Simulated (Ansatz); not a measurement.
# Hg2S: the cost of one run

Computed with Ansatz 0.2.0 (DFT PBE, scalar-relativistic, plane waves, PAW, unless a step's input says otherwise).

### 1 The starting structure

It takes space group P4/mmm (No. 123, tetragonal). The conventional cell has a = 3.794 Å, b = 3.794 Å, c = 5.931 Å, α = 90.00°, β = 90.00°, γ = 90.00°. Hg (site symmetry mmm) has 2 S at 1.90 Å as nearest neighbours. Around S (site symmetry 4/mmm) lie 4 Hg at 1.90 Å.

As a file:

```
CELL_PARAMETERS angstrom
3.79400 0.00000 0.00000
0.00000 3.79400 0.00000
0.00000 0.00000 5.93130
ATOMIC_POSITIONS crystal
Hg 0.50000 0.00000 0.00000
Hg 0.00000 0.50000 0.00000
S 0.00000 0.00000 0.00000
```

Recipe of the guess: random cell by space group and Wyckoff sites (P4/mmm, No. 123). The dimensions are guesses.

### 2 Probe: one point on a coarse mesh

Contents of input.yaml:

```yaml
crystal:
  lattice:
    - [3.79400026, 0.0, 0.0]
    - [0.0, 3.79400026, 0.0]
    - [0.0, 0.0, 5.93129923]
  atoms:
    - { symbol: Hg, position: [0.5, 0.0, 0.0] }
    - { symbol: Hg, position: [0.0, 0.5, 0.0] }
    - { symbol: S, position: [0.0, 0.0, 0.0] }
basis:
  ecutwfc: 420
kpoints:
  mp_grid: { grid: [4, 4, 4] }
hamiltonian:
  xc: pbe
scf:
  occupations: { method: gaussian, width: 0.1 }
  lower_state_search: "off"
output:
  forces: true
  stress: true
  eigenvalues: true
```

Command:

```
$ ansatz run input.yaml --threads 1 --pin off --max-ram 2048MiB --backend cpu --events-out ev --progress --plain --runs-dir out
```

**Question.** How long does this run take on 1 thread of Arm Neoverse V1, shared host, and how much memory does it need?

About 3 s, with a peak of 0.33 GiB.
